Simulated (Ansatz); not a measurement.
CeZn2Ni: equation of state with PBE

The system is CeZn2Ni.

```
Ce Zn Ni
1.0
     3.86439    0.00000    0.00000
     0.00000    3.86439    0.00000
     0.00000    0.00000    4.91927
Ce Zn Ni
1 2 1
Direct
  0.00000 0.00000 0.00000
  0.00000 0.50000 0.50000
  0.50000 0.00000 0.50000
  0.50000 0.50000 0.00000
```

The cell comes from a database or a generator and needn't be the stable form of this composition.

| Item | Value |
| --- | --- |
| Program | Ansatz 0.2.0 |
| Task | equation of state |
| Functional | PBE |
| Potentials or basis | Ansatz PAW |
| Cutoff | 420 eV |
| Density cutoff | 1680 eV |
| k mesh | 7 × 7 × 6 |
| Occupations | fermi-dirac, width 0.05 eV |
| Spin | collinear spin, ferromagnetic start |
| Starting moments | [1.0, 0.0, 0.0, 1.0] μB |

* Equilibrium volume: 18.49 Å³/atom
* Bulk modulus at fixed shape and positions: 71 GPa
* Pressure derivative of the bulk modulus: 4.8

Energy against volume, from the lowest point:
```tsv
volume (Å³/atom)	energy (meV/atom)
17.264	20.51
17.631	9.58
17.998	2.89
18.365	0.00
18.733	0.51
19.100	4.05
19.467	10.25
```

All runs of the series together: 2.2 min on 2 threads of Arm Neoverse V1, on a shared host.

Caveat: the cell was scaled at fixed shape and fractional positions, which overstates the stiffness of a crystal with free parameters, most of all of layers and chains; without U or exact exchange the open f shell lies at the Fermi level, which spoils levels, moments and volumes. The state reached can hang on the start; a lower one may exist.
